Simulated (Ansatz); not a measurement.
# CH5BrSi: basis-set convergence

The task here is to estimate one member of a computed series from the others.

Method: one geometry, several basis sets; program: Ansatz 0.2.0, Gaussian basis.

Levels to be run: PBE0-D4/def2-SVP; ωB97M-V/def2-SVP; PBE0-D4/def2-QZVPP; ωB97M-V/def2-QZVPP; the functionals' def2-TZVPP values are taken from earlier runs.

## The relaxed structure

All runs share one geometry, relaxed beforehand with PBE0-D4 in a triple-zeta def2 set.

8 atoms, charge 0, spin multiplicity 1.

Atoms are counted from 1 here; the program's logs count them from 0.

Bond lengths: C1–Si2 1.858 Å, C1–H4 1.094 Å, C1–H5 1.092 Å, C1–H6 1.092 Å, Si2–Br3 2.229 Å, Si2–H7 1.483 Å, Si2–H8 1.483 Å. Angles: Si2–C1–H4 109.9°, Si2–C1–H5 110.7°, Si2–C1–H6 110.7°, H4–C1–H5 108.5°, H4–C1–H6 108.5°, H5–C1–H6 108.5°, C1–Si2–Br3 109.7°, C1–Si2–H7 111.7°, C1–Si2–H8 111.7°, Br3–Si2–H7 107.0°, Br3–Si2–H8 107.0°, H7–Si2–H8 109.6°.

Set-up of the first run:

in.yaml

```yaml
crystal:
  periodic: [false, false, false]
  atoms:
    - {symbol: C, position_ang: [-0.636142, 0.768722, -0.155051]}
    - {symbol: Si, position_ang: [0.491299, -0.703904, -0.042737]}
    - {symbol: Br, position_ang: [1.611166, -0.645534, 1.883544]}
    - {symbol: H, position_ang: [-1.187055, 0.744049, -1.099575]}
    - {symbol: H, position_ang: [-0.063716, 1.697255, -0.112316]}
    - {symbol: H, position_ang: [-1.355884, 0.767477, 0.665699]}
    - {symbol: H, position_ang: [1.499371, -0.706977, -1.130398]}
    - {symbol: H, position_ang: [-0.266941, -1.978187, -0.064964]}
basis:
  gaussian: {orbitals: def2-SVP}
hamiltonian: {xc: pbe0, dispersion: d4}
output: {orbitals: {seedname: orbitals}}
```

Steps of the session up to this table: PBE0-D4 in def2-SVP; ωB97M-V in def2-SVP; PBE0-D4 in def2-QZVPP; ωB97M-V in def2-QZVPP.

One of the session's tables, all rows but one given; the rest of the session is left out.

It belongs to the step «Density functionals: the series». 

| functional | basis | HOMO (eV) | LUMO (eV) |
| --- | --- | --- | --- |
| PBE0-D4 | def2-SVP | -8.13 | 0.43 |
| PBE0-D4 | def2-TZVPP | -8.26 | 0.13 |
| PBE0-D4 | def2-QZVPP | -8.27 | -0.02 |
| ωB97M-V | def2-SVP | ? | ? |
| ωB97M-V | def2-TZVPP | -10.48 | 1.93 |
| ωB97M-V | def2-QZVPP | -10.49 | 1.49 |

**Question.** Estimate the row for ωB97M-V, def2-SVP.

The run gave: HOMO (eV): -10.32; LUMO (eV): 2.42. In the column «HOMO (eV)» it lies between ωB97M-V, def2-TZVPP (-10.48) and PBE0-D4, def2-QZVPP (-8.27).
